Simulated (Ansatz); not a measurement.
# CH₇BSSi: up Jacob's ladder to CCSD(T)

Aim: compute CH₇BSSi with functionals from several rungs and with coupled cluster. The yardstick is the atomisation energy at the CCSD(T) limit.

The runs use Ansatz 0.2.0, Gaussian basis; functionals in def2-TZVPP, the program's frozen cores in correlated methods.

Plan: LDA (SPW92), PBE-D4, revPBE-D4, BLYP-D4, r2SCAN-D4, B97M-V, PBE0-D4, B3LYP-D4, r2SCANh-D4, r2SCAN0-D4, HSE06-D4, BHLYP-D4, CAM-B3LYP-D4, LC-ωPBE, ωB97X-V, ωB97M-V, B2PLYP, PBE-QIDH; CCSD(T)/def2-SVP; CCSD(T)/def2-TZVPP; MP2/def2-QZVPP; extrapolation to the limit; RPA on PBE.

## Step 1: Structure used throughout

An earlier PBE0-D4 in a triple-zeta def2 set relaxation fixed the geometry.

SMILES `C[SiH2]BS`, 11 atoms, charge 0, spin multiplicity 1.

Atoms are counted from 1 here; the program's logs count them from 0.

Bond lengths: C1–Si2 1.878 Å, C1–H5 1.092 Å, C1–H6 1.092 Å, C1–H7 1.092 Å, Si2–B3 2.007 Å, Si2–H8 1.495 Å, Si2–H9 1.494 Å, B3–S4 1.763 Å, B3–H10 1.196 Å, S4–H11 1.347 Å. Angles: Si2–C1–H5 110.9°, Si2–C1–H6 110.8°, Si2–C1–H7 110.6°, H5–C1–H6 108.1°, H5–C1–H7 108.1°, H6–C1–H7 108.2°, C1–Si2–B3 112.3°, C1–Si2–H8 109.7°, C1–Si2–H9 109.3°, B3–Si2–H8 109.7°, B3–Si2–H9 108.6°, H8–Si2–H9 107.0°, Si2–B3–S4 123.7°, Si2–B3–H10 123.1°, S4–B3–H10 113.1°, B3–S4–H11 99.9°.

## Step 2: LDA

This LDA is Slater exchange with PW92 correlation.

in.yaml reads:

```yaml
crystal:
  periodic: [false, false, false]
  atoms:
    - {symbol: C, position_ang: [-0.855879, 1.551898, -0.017584]}
    - {symbol: Si, position_ang: [-0.309718, -0.134052, 0.605320]}
    - {symbol: B, position_ang: [1.383532, -0.759387, -0.272281]}
    - {symbol: S, position_ang: [1.543947, -2.309162, -1.097583]}
    - {symbol: H, position_ang: [-1.052024, 1.525900, -1.091711]}
    - {symbol: H, position_ang: [-1.769042, 1.874353, 0.487261]}
    - {symbol: H, position_ang: [-0.081226, 2.299360, 0.167434]}
    - {symbol: H, position_ang: [-1.396866, -1.133571, 0.373964]}
    - {symbol: H, position_ang: [-0.085843, -0.066843, 2.080719]}
    - {symbol: H, position_ang: [2.390177, -0.113209, -0.286514]}
    - {symbol: H, position_ang: [0.298344, -2.792388, -0.928624]}
basis:
  gaussian: {orbitals: def2-TZVPP}
hamiltonian: {xc: lda}
output: {orbitals: {seedname: orbitals}}
```

Launch:

```bash
$ ansatz run in.yaml --threads 2 --pin off --events-out ev --progress --plain --max-ram 4352MiB
```

The runs that follow: PBE-D4 (GGA); revPBE-D4 (GGA); BLYP-D4 (GGA); r2SCAN-D4 (meta-GGA); B97M-V (meta-GGA); B3LYP-D4 (hybrid); r2SCANh-D4 (hybrid); r2SCAN0-D4 (hybrid); HSE06-D4 (hybrid); BHLYP-D4 (hybrid); CAM-B3LYP-D4 (range-separated); LC-ωPBE (range-separated); ωB97X-V (range-separated); ωB97M-V (range-separated); B2PLYP (double hybrid); PBE-QIDH (double hybrid); CCSD(T) in def2-SVP; CCSD(T) in def2-TZVPP; MP2 in def2-QZVPP; RPA on PBE orbitals.

**Question.** What will the summary of the whole plan be? Wanted: atomisation energy, CCSD(T)/CBS; farthest beyond LDA; mean size of error, GGA; mean size of error, meta-GGA; mean size of error, hybrid; mean size of error, range-separated; mean size of error, double hybrid; gap, smallest and largest; T1 diagnostic.

As calculated:

| quantity | value |
| --- | --- |
| atomisation energy, CCSD(T)/CBS | 3712.6 kJ/mol |
| functionals within 18.6 kJ/mol (0.5 %) | PBE0-D4, B3LYP-D4, r2SCANh-D4, r2SCAN0-D4, HSE06-D4, CAM-B3LYP-D4, PBE-QIDH |
| farthest beyond LDA | BHLYP-D4 (-47.2 kJ/mol) |
| mean size of error, GGA | 29.1 kJ/mol |
| mean size of error, meta-GGA | 36.5 kJ/mol |
| mean size of error, hybrid | 16.9 kJ/mol |
| mean size of error, range-separated | 22.8 kJ/mol |
| mean size of error, double hybrid | 23.4 kJ/mol |
| gap, smallest and largest | 3.95 eV (LDA (SPW92)), 11.09 eV (LC-ωPBE) |
| T1 diagnostic | 0.0141 |
| triples share of the correlation energy | 4.0 % |

LDA overbinds by 454.2 kJ/mol (12 %). PBE-D4 is off by +37.5 kJ/mol. Double hybrids carry the basis error of their MP2 part in triple zeta, and no dispersion term here, so their miss is partly the set-up's. Taken by rung, hybrid functionals do best (16.9 kJ/mol on average) and meta-GGA ones worst beyond LDA (36.5 kJ/mol). The gap between the best rungs is small, so their order is not settled. The reference freezes the cores and leaves out relativity and excitations past (T), so misses under about 18.6 kJ/mol can't be ranked. Hartree-Fock recovers 77 % of the binding; the rest is correlation. CCSD(T) in def2-SVP is off by -190.5 kJ/mol, worse than the median functional, from the basis alone. Orbital gaps span 3.9 to 11.1 eV; exact exchange widens them.
